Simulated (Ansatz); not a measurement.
# SrTiO3: the cost of one run

Computed with Ansatz 0.2.0 (DFT r2SCAN+U, scalar-relativistic, plane waves, PAW, unless a step's input says otherwise).

### 1 The starting structure

Symmetry: I4/mcm, No. 140, tetragonal system. The conventional cell has a = 5.511 Å, b = 5.511 Å, c = 7.796 Å, α = 90.00°, β = 90.00°, γ = 90.00°. Around Sr (site symmetry -42m) lie 12 O at 2.73 to 2.78 Å. Around Ti (site symmetry 4/m) lie 6 O at 1.95 Å. O (site symmetry 422) has 2 Ti at 1.95 Å and 4 Sr at 2.76 Å in its first shell of neighbours. O (site symmetry m2m) is surrounded by 2 Ti at 1.95 Å and 4 Sr at 2.73 to 2.78 Å.

Coordinates:

```
Sr Ti O
1.0
    -2.75550    2.75550    3.89800
     2.75550   -2.75550    3.89800
     2.75550    2.75550   -3.89800
Sr Ti O
2 2 6
Cartesian
  0.0000 2.7555 1.9490
  2.7555 0.0000 1.9490
  0.0000 0.0000 0.0000
  0.0000 0.0000 3.8980
  0.0000 0.0000 1.9490
  0.0000 0.0000 5.8470
  1.3507 4.1062 0.0000
  1.4048 1.3507 0.0000
  1.4048 -1.3507 3.8980
  1.3507 1.4048 3.8980
```

The structure comes from the Crystallography Open Database.

(A quick probe on a coarse mesh, which set the mesh and smearing, is not shown.)

### 3 The relaxation

Contents of input.yaml:

```yaml
crystal:
  lattice:
    - [-2.7555, 2.7555, 3.898]
    - [2.7555, -2.7555, 3.898]
    - [2.7555, 2.7555, -3.898]
  atoms:
    - { symbol: Sr, position: [0.75, 0.25, 0.5] }
    - { symbol: Sr, position: [0.25, 0.75, 0.5] }
    - { symbol: Ti, position: [0.0, 0.0, 0.0] }
    - { symbol: Ti, position: [0.5, 0.5, 0.0] }
    - { symbol: O, position: [0.25, 0.25, 0.0] }
    - { symbol: O, position: [0.75, 0.75, 0.0] }
    - { symbol: O, position: [0.7451, 0.2451, 0.9902] }
    - { symbol: O, position: [0.2451, 0.2549, 0.5] }
    - { symbol: O, position: [0.2549, 0.7549, 0.0098] }
    - { symbol: O, position: [0.7549, 0.7451, 0.5] }
basis:
  ecutwfc: 500
kpoints:
  mp_grid: { grid: [6, 6, 6] }
hamiltonian:
  xc: r2scan
  hubbard: { sites: [{ species: Ti, l: d, u_eff: 4.0 }] }
scf:
  occupations: { method: gaussian, width: 0.02 }
output:
  forces: true
  stress: true
  eigenvalues: true
  write_density: true
  write_potential: true
  elf: true
  volumetric_format: npy
relax:
  adjacent_minimum: "off"
  f_tol: 0.005
  max_steps: 80
  cell: { stress_tol: 0.05 }
```

Run with:

```
$ ansatz run input.yaml --threads 2 --pin off --max-ram 5120MiB --backend cpu --events-out ev --progress --plain --runs-dir out
```

**Question.** How long does this run take on 2 threads of Intel Xeon Platinum 8259CL at 2.50GHz (Skylake/Cascade Lake), shared host, and how much memory does it need?

About 3.9 min, with a peak of 1.2 GiB.
